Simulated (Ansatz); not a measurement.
# LaAg, space group P4/mmm: a convergence test of the plane-wave cutoff

With the Ansatz DFT code, driven from Python.

Interactive session:
```pycon
>>> import ansatz as az
>>> import numpy as np
>>> config = {
...     "filling": "methfessel_paxton",
...     "functional": "lda",
...     "kmesh": (9, 9, 9),
... }
>>> vectors = np.array([
...     [3.807989, 0.0, 0.0],
...     [0.0, 3.807989, 0.0],
...     [0.0, 0.0, 3.818281],
... ])
>>> structure = (
...     az.Lattice.of(vectors)
...     .atom("La", (0.5, 0.5, 0.5))
...     .atom("Ag", (0.0, 0.0, 0.0))
... )
>>> job = (
...     structure.calculation()
...     .occupations(config["filling"])
...     .functional(config["functional"])
...     .kpoints(*config["kmesh"], center="gamma")
...     .forces()
...     .stress()
... )
>>> rows = []
>>> for value in [250, 350, 450, 550, 650]:
...     data = job.basis(value).run(threads=1).report
...     rows.append((value, data["free_energy_ev"] / len(data["lattice"]["sites"]), data["n_iterations"], sum(data["stress_gpa"][i][i] for i in range(3)) / 3, max(abs(f) for row in data["forces_ev_ang"] for f in row), data["n_pw"]))
...
DeckWarning: basis.ecutwfc = 250 eV is below the records' recommended 420 eV, and the density's cutoff is lower with it unless basis.ecutrho_ratio is high enough to keep the records' density cutoff: compare with a run at a higher cutoff
DeckWarning: basis.ecutwfc = 350 eV is below the records' recommended 420 eV, and the density's cutoff is lower with it unless basis.ecutrho_ratio is high enough to keep the records' density cutoff: compare with a run at a higher cutoff
>>> print(" cutoff (eV)   F/atom (eV)    iterations       P (GPa)  max component (eV/A)   plane waves")
 cutoff (eV)   F/atom (eV)    iterations       P (GPa)  max component (eV/A)   plane waves
>>> for row in rows:
...     print(f"{str(row[0]):>12s}  {row[1]:12.5f}  {row[2]:12d}  {row[3]:12.3f}  {row[4]:20.4f}  {row[5]:12d}")
...
         250   -6766.49923             7        -4.253                0.0000           485
         350   -6767.33309             6        -4.502                0.0000           799
         450   -6767.33823             6        -4.516                0.0000          1213
         550   -6767.33845             6        -4.517                0.0000          1647
         650   -6767.33864             6        -4.517                0.0000          2103
>>> # the last row is the reference
>>> for row in rows[:-1]:
...     shift = 1000 * (row[1] - rows[-1][1])
...     print(f"{row[0]}: {shift:+.2f} meV/atom" + ("  (within 5 meV)" if abs(shift) < 5 else ""))
...
250: +839.41 meV/atom
350: +5.55 meV/atom
450: +0.41 meV/atom  (within 5 meV)
550: +0.20 meV/atom  (within 5 meV)
```

From 450 eV on it stays within 5 meV an atom of the value at 650 eV; the first row (250 eV) is off by 839.4 meV and the last but one by 0.20 meV. The energy falls steadily, as expected when plane waves are added. The pressure moves from -4.25 to -4.52 GPa (the program's stress holds a Pulay correction, so it settles early).

Caveats:
- Within a few hundredths of an angstrom the cell has the higher group Pm-3m; the lower one is a small distortion.
- Forces vanish by symmetry here and test nothing.
- Pressure is positive in compression.
- This cell is a computed structure, which may not be the phase found in nature.
- Warnings are shown shortened and without file and line.
- Shifts are counted from the last row, which is itself no proven limit.
- Finished in 17 s on 1 thread of Arm Neoverse V2, with other jobs on the host, peak memory 0.5 GiB.
